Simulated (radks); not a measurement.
# I⁻ held by a Watson sphere

Aim: the size and levels of I⁻ inside a shell of charge +1 and radius R, which stands for the Madelung well of a crystal, for several R.

Method: scalar-relativistic Kohn-Sham, PBE, spin-polarised, spherical densities, finite nucleus. Code: radks (a radial shooting solver on a logarithmic mesh, Libxc functionals) version 1.

## Step 1: Starting point

```
element            : iodine (Z = 53)
charge             : -1
electrons          : 54
configuration      : [Xe]
nuclear rms radius : 4.75 fm
```

Outer shells as boxes (Hund's rule):

I⁻
```
[Kr] core
4d [↑↓][↑↓][↑↓][↑↓][↑↓]
5s [↑↓]
5p [↑↓][↑↓][↑↓]
```

## Step 2: R = 2.42 bohr

Input:

```text
Z 53
configuration [Xe]
relativity scalar-relativistic
functional pbe,pbe
spin polarised
nucleus finite rms 4.75 fm
c 137.035999084
watson charge 1 radius 2.42 bohr
response adiabatic LDA kernel
```

## Step 3: R = 2.65 bohr

Input: that of step 2 with these lines changed.

```diff
@@ -7,3 +7,3 @@
 c 137.035999084
-watson charge 1 radius 2.42 bohr
+watson charge 1 radius 2.65 bohr
 response adiabatic LDA kernel
```

## Step 4: R = 2.84 bohr

Input: that of step 3 with these lines changed.

```diff
@@ -7,3 +7,3 @@
 c 137.035999084
-watson charge 1 radius 2.65 bohr
+watson charge 1 radius 2.84 bohr
 response adiabatic LDA kernel
```

## Step 5: R = 3.42 bohr

Input: that of step 4 with these lines changed.

```diff
@@ -7,3 +7,3 @@
 c 137.035999084
-watson charge 1 radius 2.84 bohr
+watson charge 1 radius 3.42 bohr
 response adiabatic LDA kernel
```

## Step 6: R = 3.48 bohr

Input: that of step 5 with these lines changed.

```diff
@@ -7,3 +7,3 @@
 c 137.035999084
-watson charge 1 radius 3.42 bohr
+watson charge 1 radius 3.48 bohr
 response adiabatic LDA kernel
```

## Step 7: R = 4.18 bohr

Input: that of step 6 with these lines changed.

```diff
@@ -7,3 +7,3 @@
 c 137.035999084
-watson charge 1 radius 3.48 bohr
+watson charge 1 radius 4.18 bohr
 response adiabatic LDA kernel
```

## Step 8: R = 4.6 bohr

Input: that of step 7 with these lines changed.

```diff
@@ -7,3 +7,3 @@
 c 137.035999084
-watson charge 1 radius 4.18 bohr
+watson charge 1 radius 4.6 bohr
 response adiabatic LDA kernel
```

## Step 9: R = 4.83 bohr

Input: that of step 8 with these lines changed.

```diff
@@ -7,3 +7,3 @@
 c 137.035999084
-watson charge 1 radius 4.6 bohr
+watson charge 1 radius 4.83 bohr
 response adiabatic LDA kernel
```

Q: Predict the outcome of this session. Wanted: for each run, R; highest level; its <r>; sum of <r²>; α.

The runs gave:

```tsv
R (bohr)	highest level (eV)	its <r> (bohr)	sum of <r²> (bohr²)	α (bohr³)
2.42	-7.701	2.469	68.55	35.66
2.65	-7.499	2.498	69.69	37.77
2.84	-7.316	2.521	70.60	39.66
3.42	-6.716	2.580	73.02	45.91
3.48	-6.653	2.585	73.24	46.58
4.18	-5.942	2.632	75.36	54.23
4.6	-5.550	2.652	76.30	58.52
4.83	-5.350	2.660	76.73	60.73
```

In words: From R = 2.42 to 4.83 bohr the top level moves from -7.701 to -5.350 eV and its mean radius from 2.47 to 2.66 bohr. A wider sphere makes a shallower well, so the ion swells. The polarisability goes from 35.7 to 60.7 bohr³. Response by self-consistent Sternheimer equations with the Hartree and adiabatic LDA kernel, the relativistic mass of each level held fixed and spin-orbit coupling left out. The sphere does not respond.
